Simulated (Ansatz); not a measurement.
# Se: the cost of one run

Computed with Ansatz 0.2.0 (DFT r2SCAN, scalar-relativistic, plane waves, PAW, unless a step's input says otherwise).

1 further run of the same task is left out (it didn't finish).

### 1 The structure to begin with

It takes space group Im-3m (No. 229, cubic). The conventional cell has a = 3.407 Å, b = 3.407 Å, c = 3.407 Å, α = 90.00°, β = 90.00°, γ = 90.00°. Se (site symmetry m-3m) has 8 Se at 2.95 Å as nearest neighbours.

Structure file:

```
Se
1.0
    -1.70345    1.70345    1.70345
     1.70345   -1.70345    1.70345
     1.70345    1.70345   -1.70345
Se
1
Cartesian
  0.0000 0.0000 0.0000
```

The structure comes from the Materials Project (structure only).

### 2 A first look at the start

input.yaml reads:

```yaml
crystal:
  lattice:
    - [-1.7034486149, 1.7034486149, 1.7034486149]
    - [1.7034486149, -1.7034486149, 1.7034486149]
    - [1.7034486149, 1.7034486149, -1.7034486149]
  atoms:
    - { symbol: Se, position: [0.0, 0.0, 0.0] }
basis:
  ecutwfc: 500
kpoints:
  mp_grid: { grid: [8, 8, 8] }
hamiltonian:
  xc: r2scan
scf:
  occupations: { method: gaussian, width: 0.1 }
output:
  forces: true
  stress: true
  eigenvalues: true
```

Started as:

```bash
ansatz run input.yaml --threads 1 --pin off --max-ram 1228MiB --backend cpu --events-out ev --progress --plain --runs-dir out
```

**Question.** How long does this run take on 1 thread of an x86-64 CPU, shared host, and how much memory does it need?

About 2.7 s, with a peak of 0.46 GiB.
